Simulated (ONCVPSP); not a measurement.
# Ga, ONCV: a sweep of the scale of all qcut, part 1 of 2

Aim: generate and test one potential in full, then change the scale of all qcut and see what happens to hardness, ghosts and transferability.

Method: ONCVPSP 4.0.1, PBEsol, scalar-relativistic.

## 1. Settings

The settings as typed:

```json
{"element": "gallium (Ga, Z = 31)", "type": "optimised norm-conserving Vanderbilt (ONCV)", "frozen core": "[Ar] 3d10", "valence charge": "3", "reference configuration": "4s2 4p1", "partial waves": "4s: rc 1.75 bohr, ncon 4, nbas 7, qcut 2.7 1/bohr, 2 projectors, debl 3.8 Ha; 4p: rc 2.65 bohr, ncon 5, nbas 9, qcut 2.8 1/bohr, 2 projectors, debl 2.8 Ha", "local potential": "polynomial inside 1.50 bohr (lpopt 5, dvloc0 2 Ha)", "core correction": "not asked for"}
```

The outer shells as boxes (Hund's rule for the drawing; the calculation is spin-unpolarised):

```
[Ar] core
3d [↑↓][↑↓][↑↓][↑↓][↑↓]
4s [↑↓]
4p [↑ ][  ][  ]
```

## 2. Generation of the first potential

Ga.dat

```
# ATOM AND REFERENCE CONFIGURATION
# atsym  z   nc   nv     iexc    psfile
  Ga 31.00    6    2  -116133      upf
#
#   n    l    f
    1    0    2.00
    2    0    2.00
    2    1    6.00
    3    0    2.00
    3    1    6.00
    3    2   10.00
    4    0    2.00
    4    1    1.00
#
# PSEUDOPOTENTIAL AND OPTIMIZATION
# lmax
    1
#
#   l,   rc,      ep,       ncon, nbas, qcut
    0    1.75    0.00    4    7    2.70
    1    2.65    0.00    5    9    2.80
#
# LOCAL POTENTIAL
# lloc, lpopt,  rc(5),   dvloc0
    4    5    1.50    2.00
#
# VANDERBILT-KLEINMAN-BYLANDER PROJECTORs
# l, nproj, debl
    0    2    3.80
    1    2    2.80
#
# MODEL CORE CHARGE
# icmod, fcfact, rcfact
    0    0.00    0.00
#
# LOG DERIVATIVE ANALYSIS
# epsh1, epsh2, depsh
   -2.00    5.00    0.02
#
# OUTPUT GRID
# rlmax, drl
    6.00    0.01
#
# TEST CONFIGURATIONS
# ncnf
    4
# nvcnf
#   n    l    f
    2
    4    0    2.00
    4    1    0.00
#
    2
    4    0    1.00
    4    1    0.00
#
    2
    4    0    2.00
    4    1    0.50
#
    2
    4    0    1.00
    4    1    1.00
#
```

Started as:

```bash
$ oncvpsp.x < Ga.dat > Ga.out
```

Output in Ga.out (without the consistency checks and plot data):

```text
ONCVPSP  (Optimized Norm-Conservinng Vanderbilt PSeudopotential)
scalar-relativistic version 4.0.1

#   n    l    f        energy (Ha)
    1    0    2.00    -3.7561965E+02
    2    0    2.00    -4.6348649E+01
    2    1    6.00    -4.0359209E+01
    3    0    2.00    -5.4307204E+00
    3    1    6.00    -3.6264969E+00
    3    2   10.00    -7.0419174E-01
    4    0    2.00    -3.2937413E-01
    4    1    1.00    -9.4479440E-02

Reference configufation results
  iterations    32
  all-electron total energy (Ha)   -1.94245904D+03

Begin loop to  construct optimized pseudo wave functions
and semi-local pseudopoentials for all angular momenta

   Wellstate for l =  0  n =  6
     eigenvalue =   3.4706
     asymptotic potential =   3.9706
     half-point radius =  3.0889

Calculating optimized projector #   1

 for l=   0

    Fraction of norm inside rc  0.280369
    Optimizing pswf for qcut=   2.69 a_B^-1,  ecut=   3.62 Ha
    Residual kinetic energy error=  1.92D-02 Ha

    Energy error per electron        Cutoff
         Ha          eV             Ha
         0.01000     0.27211        4.68
         0.00100     0.02721       27.94
         0.00010     0.00272       37.13
         0.00001     0.00027       43.30

Calculating optimized projector #   2

 for l=   0

    Fraction of norm inside rc  0.111303
    Optimizing pswf for qcut=   2.69 a_B^-1,  ecut=   3.62 Ha
    Residual kinetic energy error=  2.68D-01 Ha

    Energy error per electron        Cutoff
         Ha          eV             Ha
         0.01000     0.27211       14.79
         0.00100     0.02721       33.22
         0.00010     0.00272       41.28
         0.00001     0.00027       59.05

   Wellstate for l =  1  n =  7
     eigenvalue =   2.7055
     asymptotic potential =   3.2055
     half-point radius =  4.9391

Calculating optimized projector #   1

 for l=   1

    Fraction of norm inside rc  0.364311
    Optimizing pswf for qcut=   2.81 a_B^-1,  ecut=   3.94 Ha
    Residual kinetic energy error=  2.35D-04 Ha

    Energy error per electron        Cutoff
         Ha          eV             Ha
         0.01000     0.27211        1.34
         0.00100     0.02721        2.28
         0.00010     0.00272       10.07
         0.00001     0.00027       33.23

Calculating optimized projector #   2

 for l=   1

    Fraction of norm inside rc  0.177610
    Optimizing pswf for qcut=   2.81 a_B^-1,  ecut=   3.94 Ha
    Residual kinetic energy error=  3.47D-02 Ha

    Energy error per electron        Cutoff
         Ha          eV             Ha
         0.01000     0.27211        5.72
         0.00100     0.02721       14.74
         0.00010     0.00272       41.44
         0.00001     0.00027       47.46

Construct Vanderbilt / Kleinmman-Bylander projectors

B matrix Hermiticity error, ll=   0
   1   2   -2.2410E-04

  Orthonormal projector coefficients  6.3408E+00  1.3403E+00

B matrix Hermiticity error, ll=   1
   1   2    5.6822E-05

  Orthonormal projector coefficients  2.5155E+00  5.5473E-01

Pseudoatom total energy   -2.100639

Diagnostic tests using Vanderbilt-Kleinman-Bylander pseudopotentials
  1 or more projectors used as specified by nproj input data

   l    rcore       rmatch      e in        delta e   norm test  slope test

   0   1.7582998   1.8116856  -0.3293741  -0.0000012   1.0000232   0.9999950
   0   1.7582998   1.8116856   3.4706259   0.0000212   1.0003671   1.0003671

   1   2.6567678   2.7374330  -0.0944794  -0.0000001   1.0000071   1.0000163
   1   2.6567678   2.7374330   2.7055206   0.0000281   1.0000981   1.0000981

 Testing for bound ghosts
   n   l    E NL Schr. Eq   E Basis Diag.   E Cutoff

   1   0       -0.329375       -0.319208     60.25

   2   1       -0.094480       -0.089690     55.77

 Testing for highly-localized positive-energy ghosts
       l    <radius>/rc     E Basis Diag.   E Cutoff

       0        0.582832        6.182767     60.25  WARNING - GHOST(+)

Test configuration 0

   n   l     f        eae           eps        diff
   1   0  2.0000 -375.61965393
   2   0  2.0000  -46.34864928
   2   1  6.0000  -40.35920948
   3   0  2.0000   -5.43072042
   3   1  6.0000   -3.62649692
   3   2 10.0000   -0.70419174
   4   0  2.0000   -0.32937413   -0.32937534   -1.22D-06
   4   1  1.0000   -0.09447944   -0.09447959   -1.47D-07

    Total energies and differences
      AE_ref= -1.94245904D+03  AE_tst= -1.94245904D+03  dif=  0.00D+00
      PS_ref= -2.10063897D+00  PS_tst= -2.10063897D+00  dif= -8.88D-16
      PSP excitation error=  8.88D-16

Test configuration 1

   n   l     f        eae           eps        diff
   1   0  2.0000 -375.92733777
   2   0  2.0000  -46.65355864
   2   1  6.0000  -40.66447422
   3   0  2.0000   -5.73608184
   3   1  6.0000   -3.93199529
   3   2 10.0000   -1.00907077
   4   0  2.0000   -0.60131681   -0.60241742   -1.10D-03

    Total energies and differences
      AE_ref= -1.94245904D+03  AE_tst= -1.94225032D+03  dif=  2.09D-01
      PS_ref= -2.10063897D+00  PS_tst= -1.89174663D+00  dif=  2.09D-01
      PSP excitation error= -1.65D-04

Test configuration 2

   n   l     f        eae           eps        diff
   1   0  2.0000 -376.37605627
   2   0  2.0000  -47.09223196
   2   1  6.0000  -41.10399110
   3   0  2.0000   -6.17882276
   3   1  6.0000   -4.37474556
   3   2 10.0000   -1.44746884
   4   0  1.0000   -0.95668758   -0.95340894    3.28D-03

    Total energies and differences
      AE_ref= -1.94245904D+03  AE_tst= -1.94147356D+03  dif=  9.85D-01
      PS_ref= -2.10063897D+00  PS_tst= -1.11481482D+00  dif=  9.86D-01
      PSP excitation error= -3.42D-04

Test configuration 3

   n   l     f        eae           eps        diff
   1   0  2.0000 -375.76202856
   2   0  2.0000  -46.49009673
   2   1  6.0000  -40.50078163
   3   0  2.0000   -5.57232879
   3   1  6.0000   -3.76816382
   3   2 10.0000   -0.84569045
   4   0  2.0000   -0.45774685   -0.45818631   -4.39D-04
   4   1  0.5000   -0.20636738   -0.20649830   -1.31D-04

    Total energies and differences
      AE_ref= -1.94245904D+03  AE_tst= -1.94238455D+03  dif=  7.45D-02
      PS_ref= -2.10063897D+00  PS_tst= -2.02611409D+00  dif=  7.45D-02
      PSP excitation error= -3.50D-05

Test configuration 4

   n   l     f        eae           eps        diff
   1   0  2.0000 -375.99666368
   2   0  2.0000  -46.71953091
   2   1  6.0000  -40.73053345
   3   0  2.0000   -5.80516360
   3   1  6.0000   -4.00098021
   3   2 10.0000   -1.07587272
   4   0  1.0000   -0.64128132   -0.64052529    7.56D-04
   4   1  1.0000   -0.36571046   -0.36646491   -7.54D-04

    Total energies and differences
      AE_ref= -1.94245904D+03  AE_tst= -1.94197818D+03  dif=  4.81D-01
      PS_ref= -2.10063897D+00  PS_tst= -1.61986361D+00  dif=  4.81D-01
      PSP excitation error=  8.51D-05
```

Wall time 3.1 s (1 thread, shared host).

Partial waves on a coarse radial grid (AE all-electron, PS pseudo):

```
r (bohr)    4p AE   4p PS
   0.132   0.1192  0.0047
   0.265  -0.0451  0.0182
   0.398  -0.1830  0.0395
   0.530  -0.2050  0.0674
   0.663  -0.1483  0.1019
   0.795  -0.0566  0.1420
   0.928   0.0452  0.1872
   1.060   0.1423  0.2343
   1.193   0.2304  0.2818
   1.325   0.3060  0.3276
   1.458   0.3701  0.3721
   1.590   0.4226  0.4148
   1.723   0.4653  0.4553
   1.855   0.4985  0.4908
   1.988   0.5240  0.5198
   2.120   0.5422  0.5407
   2.252   0.5545  0.5541
   2.385   0.5615  0.5615
   2.518   0.5640  0.5640
   2.650   0.5627  0.5627
   2.782   0.5582  0.5582
   2.915   0.5510  0.5510
   3.048   0.5415  0.5415
   3.180   0.5303  0.5303
   3.312   0.5176  0.5176
   3.445   0.5037  0.5037
```

## 3. The configuration tests of the same run

Energies count from the reference configuration 4s2 4p1; the error is all-electron less pseudo.

| valence configuration | charge | ΔE all-electron (eV) | error AE − PS (meV) |
| --- | --- | --- | --- |
| 4s2 4p0 | +1 | 5.680 | -4.5 |
| 4s1 4p0 | +2 | 26.816 | -9.3 |
| 4s2 4p0.5 | +0.5 | 2.027 | -1.0 |
| 4s1 4p1 | +1 | 13.085 | +2.3 |

## 4. Scattering by logarithmic derivatives

Taken from the files of the generation run. The phase is arctan(r·R′/R) of the radial function R, unwrapped, with energies in Ha. A pole is an energy at which the radial function vanishes at the test radius. The pseudo phase is shifted by a multiple of π to meet the all-electron one at the reference energy. Levels narrower than the energy grid can be missing from the poles. The last column is the largest difference on the grid between −0.5 and +0.5 Ha.

| channel | radius (bohr) | reference (Ha) | poles AE | poles PS | window around the reference with phases within 0.05 rad (Ha) | largest difference near zero (rad) |
| --- | --- | --- | --- | --- | --- | --- |
| s | 1.78 | -0.33 | 2.31 | 2.30 | below 4.9 | 0.001 |
| p | 2.69 | -0.09 | 0.67, 4.12 | 0.67, 4.05 | below 4.9 | 0.001 |

Phases (rad) along the scan:

```
E (Ha)    s AE    s PS    p AE    p PS
 -1.98   1.024   1.019   1.321   1.320
 -1.62   0.887   0.883   1.280   1.280
 -1.26   0.653   0.649   1.214   1.214
 -0.90   0.235   0.233   1.085   1.084
 -0.54  -0.355  -0.356   0.718   0.717
 -0.18  -0.835  -0.835  -0.569  -0.569
  0.18  -1.111  -1.111  -1.304  -1.304
  0.54  -1.270  -1.271  -1.522  -1.523
  0.90  -1.371  -1.372  -1.649  -1.650
  1.26  -1.441  -1.442  -1.782  -1.785
  1.62  -1.494  -1.495  -2.050  -2.058
  1.98  -1.537  -1.538  -3.185  -3.205
  2.34  -1.574  -1.575  -4.246  -4.247
  2.70  -1.608  -1.609  -4.485  -4.485
  3.06  -1.642  -1.642  -4.583  -4.583
  3.42  -1.677  -1.677  -4.639  -4.641
  3.78  -1.716  -1.716  -4.680  -4.684
  4.14  -1.763  -1.765  -4.714  -4.722
  4.50  -1.825  -1.834  -4.746  -4.764
  4.86  -1.914  -1.951  -4.782  -4.829
```

## 5. Convergence and ghost test

From the same output: the cutoffs (Ha) at which the residual kinetic energy of the hardest occupied pseudo-wave falls to 1 and 0.1 mHa per electron are 28 Ha and 37 Ha.

The program's own ghost test: no bound ghost flagged; GHOST(+) flagged for s at 168.2 eV.

Cutoff (Ha) at which the first wave of each channel reaches a given error (Ha per electron):

```
  error     s     p
1.0e-02   4.7   1.3
3.2e-03  12.6   1.7
1.0e-03  27.9   2.3
3.2e-04  33.4   3.0
1.0e-04  37.1  10.1
3.2e-05  40.2  28.4
1.0e-05  43.3  33.2
```

## 6. Now with scale of all qcut = 1.16

Changes to Ga.dat since step 2:

```diff
@@ -19,4 +19,4 @@
 #   l,   rc,      ep,       ncon, nbas, qcut
-    0    1.75    0.00    4    7    2.70
-    1    2.65    0.00    5    9    2.80
+    0    1.75    0.00    4    7    3.10
+    1    2.65    0.00    5    9    3.30
 #
```

Started as:

```bash
$ oncvpsp.x < Ga.dat > Ga.out
```

Output in Ga.out (without the consistency checks and plot data):

```text
ONCVPSP  (Optimized Norm-Conservinng Vanderbilt PSeudopotential)
scalar-relativistic version 4.0.1

[... all-electron levels as in step 2 ...]

Begin loop to  construct optimized pseudo wave functions
and semi-local pseudopoentials for all angular momenta

   Wellstate for l =  0  n =  6
     eigenvalue =   3.4706
     asymptotic potential =   3.9706
     half-point radius =  3.0889

Calculating optimized projector #   1

 for l=   0

    Fraction of norm inside rc  0.280369
    Optimizing pswf for qcut=   3.10 a_B^-1,  ecut=   4.80 Ha
    Residual kinetic energy error=  8.25D-03 Ha

    Energy error per electron        Cutoff
         Ha          eV             Ha
         0.01000     0.27211        4.55
         0.00100     0.02721       16.60
         0.00010     0.00272       35.03
         0.00001     0.00027       41.33

Calculating optimized projector #   2

 for l=   0

    Fraction of norm inside rc  0.111303
    Optimizing pswf for qcut=   3.10 a_B^-1,  ecut=   4.80 Ha
    Residual kinetic energy error=  2.61D-01 Ha

    Energy error per electron        Cutoff
         Ha          eV             Ha
         0.01000     0.27211       14.63
         0.00100     0.02721       33.70
         0.00010     0.00272       41.90
         0.00001     0.00027       48.78

   Wellstate for l =  1  n =  7
     eigenvalue =   2.7055
     asymptotic potential =   3.2055
     half-point radius =  4.9391

Calculating optimized projector #   1

 for l=   1

    Fraction of norm inside rc  0.364311
    Optimizing pswf for qcut=   3.30 a_B^-1,  ecut=   5.43 Ha
    Residual kinetic energy error=  1.27D-04 Ha

    Energy error per electron        Cutoff
         Ha          eV             Ha
         0.01000     0.27211        1.34
         0.00100     0.02721        2.30
         0.00010     0.00272        5.91
         0.00001     0.00027       31.56

Calculating optimized projector #   2

 for l=   1

    Fraction of norm inside rc  0.177610
    Optimizing pswf for qcut=   3.30 a_B^-1,  ecut=   5.43 Ha
    Residual kinetic energy error=  1.59D-02 Ha

    Energy error per electron        Cutoff
         Ha          eV             Ha
         0.01000     0.27211        5.84
         0.00100     0.02721       16.46
         0.00010     0.00272       42.06
         0.00001     0.00027       47.93

Construct Vanderbilt / Kleinmman-Bylander projectors

B matrix Hermiticity error, ll=   0
   1   2   -2.2409E-04

  Orthonormal projector coefficients  6.4013E+00  1.0752E+00

B matrix Hermiticity error, ll=   1
   1   2    5.6822E-05

  Orthonormal projector coefficients  2.5586E+00  5.1912E-01

Pseudoatom total energy   -2.100348

Diagnostic tests using Vanderbilt-Kleinman-Bylander pseudopotentials
  1 or more projectors used as specified by nproj input data

   l    rcore       rmatch      e in        delta e   norm test  slope test

   0   1.7582998   1.8116856  -0.3293741  -0.0000012   1.0000230   0.9999947
   0   1.7582998   1.8116856   3.4706259   0.0000214   1.0003669   1.0003669

   1   2.6567678   2.7374330  -0.0944794  -0.0000001   1.0000070   1.0000162
   1   2.6567678   2.7374330   2.7055206   0.0000281   1.0000980   1.0000980

 Testing for bound ghosts
   n   l    E NL Schr. Eq   E Basis Diag.   E Cutoff

   1   0       -0.329375       -0.319208     60.25

   2   1       -0.094480       -0.089690     55.77

 Testing for highly-localized positive-energy ghosts
       l    <radius>/rc     E Basis Diag.   E Cutoff

       0        0.597343        6.004333     60.25  WARNING - GHOST(+)

Test configuration 0

   n   l     f        eae           eps        diff
   1   0  2.0000 -375.61965393
   2   0  2.0000  -46.34864928
   2   1  6.0000  -40.35920948
   3   0  2.0000   -5.43072042
   3   1  6.0000   -3.62649692
   3   2 10.0000   -0.70419174
   4   0  2.0000   -0.32937413   -0.32937534   -1.21D-06
   4   1  1.0000   -0.09447944   -0.09447959   -1.46D-07

    Total energies and differences
      AE_ref= -1.94245904D+03  AE_tst= -1.94245904D+03  dif=  0.00D+00
      PS_ref= -2.10034766D+00  PS_tst= -2.10034766D+00  dif=  8.88D-16
      PSP excitation error= -8.88D-16

Test configuration 1

   n   l     f        eae           eps        diff
   1   0  2.0000 -375.92733777
   2   0  2.0000  -46.65355864
   2   1  6.0000  -40.66447422
   3   0  2.0000   -5.73608184
   3   1  6.0000   -3.93199529
   3   2 10.0000   -1.00907077
   4   0  2.0000   -0.60131681   -0.60239471   -1.08D-03

    Total energies and differences
      AE_ref= -1.94245904D+03  AE_tst= -1.94225032D+03  dif=  2.09D-01
      PS_ref= -2.10034766D+00  PS_tst= -1.89145402D+00  dif=  2.09D-01
      PSP excitation error= -1.66D-04

Test configuration 2

   n   l     f        eae           eps        diff
   1   0  2.0000 -376.37605627
   2   0  2.0000  -47.09223196
   2   1  6.0000  -41.10399110
   3   0  2.0000   -6.17882276
   3   1  6.0000   -4.37474556
   3   2 10.0000   -1.44746884
   4   0  1.0000   -0.95668758   -0.95328003    3.41D-03

    Total energies and differences
      AE_ref= -1.94245904D+03  AE_tst= -1.94147356D+03  dif=  9.85D-01
      PS_ref= -2.10034766D+00  PS_tst= -1.11458875D+00  dif=  9.86D-01
      PSP excitation error= -2.77D-04

Test configuration 3

   n   l     f        eae           eps        diff
   1   0  2.0000 -375.76202856
   2   0  2.0000  -46.49009673
   2   1  6.0000  -40.50078163
   3   0  2.0000   -5.57232879
   3   1  6.0000   -3.76816382
   3   2 10.0000   -0.84569045
   4   0  2.0000   -0.45774685   -0.45817774   -4.31D-04
   4   1  0.5000   -0.20636738   -0.20649943   -1.32D-04

    Total energies and differences
      AE_ref= -1.94245904D+03  AE_tst= -1.94238455D+03  dif=  7.45D-02
      PS_ref= -2.10034766D+00  PS_tst= -2.02582253D+00  dif=  7.45D-02
      PSP excitation error= -3.52D-05

Test configuration 4

   n   l     f        eae           eps        diff
   1   0  2.0000 -375.99666368
   2   0  2.0000  -46.71953091
   2   1  6.0000  -40.73053345
   3   0  2.0000   -5.80516360
   3   1  6.0000   -4.00098021
   3   2 10.0000   -1.07587272
   4   0  1.0000   -0.64128132   -0.64052286    7.58D-04
   4   1  1.0000   -0.36571046   -0.36641544   -7.05D-04

    Total energies and differences
      AE_ref= -1.94245904D+03  AE_tst= -1.94197818D+03  dif=  4.81D-01
      PS_ref= -2.10034766D+00  PS_tst= -1.61957354D+00  dif=  4.81D-01
      PSP excitation error=  8.64D-05
```

Wall time 3.4 s (1 thread, shared host).

Excitation and ionisation energies from 4s2 4p1, with the error of the potential.

```csv
valence configuration,charge,ΔE all-electron (eV),error AE − PS (meV)
4s2 4p0,+1,5.680,-4.5
4s1 4p0,+2,26.816,-7.5
4s2 4p0.5,+0.5,2.027,-1.0
4s1 4p1,+1,13.085,+2.4
```

With this change the loose cutoff goes from 28 Ha to 17 Ha, the largest test error goes from -9.3 to -7.5 meV and there is no bound ghost.

(Continued in part 2 of 2.)
